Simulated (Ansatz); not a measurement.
# Cu: the cost of one run

Computed with Ansatz 0.2.0, driven from Python. Level of theory: DFT PBEsol, plane waves, PAW.

## Step 1: The structure

The structure is trigonal, space group P-3m1 (No. 164). Conventional cell: a = 2.504 Å, b = 2.504 Å, c = 24.576 Å, α = 90.00°, β = 90.00°, γ = 120.00°. Cu (site symmetry 3m) has 12 Cu at 2.50 to 2.52 Å as nearest neighbours. Cu (site symmetry 3m) is surrounded by 9 Cu at 2.50 to 2.52 Å.

Input file cu.cif:

```cif
data_Cu
_cell_length_a 2.503658
_cell_length_b 2.503658
_cell_length_c 24.575589
_cell_angle_alpha 90.00000
_cell_angle_beta 90.00000
_cell_angle_gamma 120.00000
_symmetry_space_group_name_H-M 'P 1'
_symmetry_Int_Tables_number 1
loop_
_symmetry_equiv_pos_as_xyz
'x, y, z'
loop_
_atom_site_label
_atom_site_type_symbol
_atom_site_fract_x
_atom_site_fract_y
_atom_site_fract_z
Cu1 Cu    0.000000    0.000000    0.373764
Cu2 Cu    0.666667    0.333333    0.289614
Cu3 Cu    0.333333    0.666667    0.457991
Cu4 Cu    0.000000    0.000000    0.626236
Cu5 Cu    0.666667    0.333333    0.542009
Cu6 Cu    0.333333    0.666667    0.710386
```

## Step 2: Script

Input file smear_cu.py:

```python
"""How the energy of Cu depends on the smearing."""

import ansatz as az
from ase.io import read
from tabulate import tabulate


def main() -> None:
    atoms = read("cu.cif")
    system = az.Crystal.from_ase(atoms)

    model = system.calculation()
    model = model.kpoints(length=22)
    model = model.basis(450)
    model = model.functional(az.Functional.PBESOL).forces()
    model = model.stress()

    rows = []
    for value in [0.5, 0.3, 0.2, 0.1]:
        r = model.occupations("gaussian", width=value).run(threads=1).report
        rows.append((value, r["free_energy_ev"] / len(r["lattice"]["sites"]), r["n_iterations"], sum(r["stress_gpa"][i][i] for i in range(3)) / 3, max(abs(f) for row in r["forces_ev_ang"] for f in row), r["n_kpoints"]))

    print(tabulate(rows, headers=["width (eV)", "F/atom (eV)", "iterations", "P (GPa)", "max component (eV/A)", "k-points"], floatfmt=".4f", tablefmt="grid"))

    # the last row is the reference
    for row in rows[:-1]:
        shift = 1000 * (row[1] - rows[-1][1])
        print(f"{row[0]}: {shift:+.2f} meV/atom" + ("  (within 2 meV)" if abs(shift) < 2 else ""))


if __name__ == "__main__":
    main()
```

## Step 3: What the engine is handed

The package turns the script's settings into the engine's input (first run):

```yaml
crystal:
  lattice:
    - [2.503658, 0.0, 0.0]
    - [-1.2518289999999994, 2.1682314303881403, 0.0]
    - [0.0, 0.0, 24.575589]
  atoms:
    - { symbol: Cu, position: [0.0, 0.0, 0.373764] }
    - { symbol: Cu, position: [0.666667, 0.333333, 0.289614] }
    - { symbol: Cu, position: [0.333333, 0.666667, 0.457991] }
    - { symbol: Cu, position: [0.0, 0.0, 0.626236] }
    - { symbol: Cu, position: [0.666667, 0.333333, 0.542009] }
    - { symbol: Cu, position: [0.333333, 0.666667, 0.710386] }
basis:
  ecutwfc: 450.0
kpoints:
  mp_grid:
    grid: [10, 10, 1]
hamiltonian:
  xc: pbesol
scf:
  occupations:
    method: gaussian
    width: 0.5
output:
  forces: true
  stress: true
```

## Step 4: The run

Started as:

```bash
python smear_cu.py
```

Q: Estimate wall time and peak memory on 1 thread of Arm Neoverse V2, shared host.

About 33 s, with a peak of 0.54 GiB.
